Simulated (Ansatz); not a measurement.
**ZrB2: how the settings move a relaxation**

Aim: see which settings change the result for ZrB2, by how much, and at what cost.

Method: reference: DFT, PBE, PAW with Ansatz's default frozen-core files, scalar-relativistic, in Ansatz 0.2.0.

## (1) The starting structure

It takes space group P6/mmm (No. 191, hexagonal). The conventional cell has a = 3.212 Å, b = 3.212 Å, c = 3.579 Å, α = 90.00°, β = 90.00°, γ = 120.00°. Around Zr (site symmetry 6/mmm) lie 12 B at 2.58 Å. B (site symmetry -6m2) has 3 B at 1.85 Å and 6 Zr at 2.58 Å as nearest neighbours.

As a file:

```
Zr B
1.0
     3.21172    0.00000    0.00000
    -1.60586    2.78143    0.00000
     0.00000    0.00000    3.57949
Zr B
1 2
Direct
  0.00000 0.00000 0.00000
  0.33333 0.66667 0.50000
  0.66667 0.33333 0.50000
```

## (2) The reference run

The input, input.yaml:

```yaml
crystal:
  lattice:
    - [3.2117153101, 0.0, 0.0]
    - [-1.6058576551, 2.7814270483, 0.0]
    - [0.0, 0.0, 3.5794921737]
  atoms:
    - { symbol: Zr, position: [0.0, 0.0, 0.0] }
    - { symbol: B, position: [0.3333333333, 0.6666666667, 0.5] }
    - { symbol: B, position: [0.6666666667, 0.3333333333, 0.5] }
kpoints:
  mp_grid: { grid: [12, 12, 9] }
scf:
  occupations: { method: fermi_dirac, width: 0.05 }
hamiltonian:
  xc: pbe
  pseudopotentials: { kind: paw }
output:
  forces: true
  stress: true
  efg: { contact_densities: true }
relax:
  f_tol: 0.005
  max_steps: 80
  cell: {}
```

The run is started by

```sh
ansatz run input.yaml --threads 1 --pin off --max-ram 3072MiB --backend cpu --events-out ev --progress --plain --runs-dir out
```

## (3) Variant: mp_grid.shift [0.5, 0.5, 0.5], ecutwfc 51.4 Ry

input.yaml: that of step 2 with these lines changed.

```diff
@@ -10,3 +10,3 @@
 kpoints:
-  mp_grid: { grid: [12, 12, 9] }
+  mp_grid: { grid: [12, 12, 9], shift: [0.5, 0.5, 0.5] }
 scf:
@@ -24 +24,3 @@
   cell: {}
+basis:
+  ecutwfc: "51.4 Ry"
```

## (4) Changing settings: preconditioner ldos

input.yaml: that of step 2 with these lines changed.

```diff
@@ -13,2 +13,3 @@
   occupations: { method: fermi_dirac, width: 0.05 }
+  mixing: { preconditioner: ldos }
 hamiltonian:
```

Before running it: what results should come out? Wanted: for each run, ending; energy change; pressure; gap; force.

The runs gave:

| run | ending | energy change | pressure (GPa) | gap (eV) | force (eV/Å) | cycles | time |
| --- | --- | --- | --- | --- | --- | --- | --- |
| reference | converged | 0 | 0.0 | 0.00 | 0.00 | 38 | 6.2 s |
| 1: mp_grid.shift [0.5, 0.5, 0.5], ecutwfc 51.4 Ry | converged | +1.0 meV/atom | 0.0 | 0.00 | 0.00 | 38 | 21 s |
| 2: preconditioner ldos | converged | 0.0 meV/atom | 0.0 | 0.00 | 0.00 | 29 | 6 s |

Of the converged runs whose energies compare with the reference's, «mp_grid.shift [0.5, 0.5, 0.5], ecutwfc 51.4 Ry» moves the energy most (+1.0 meV/atom) and «preconditioner ldos» least (0.0 meV/atom). Of the variants the dearest is «mp_grid.shift [0.5, 0.5, 0.5], ecutwfc 51.4 Ry» (21 s), the cheapest «preconditioner ldos» (6 s), on a shared host.
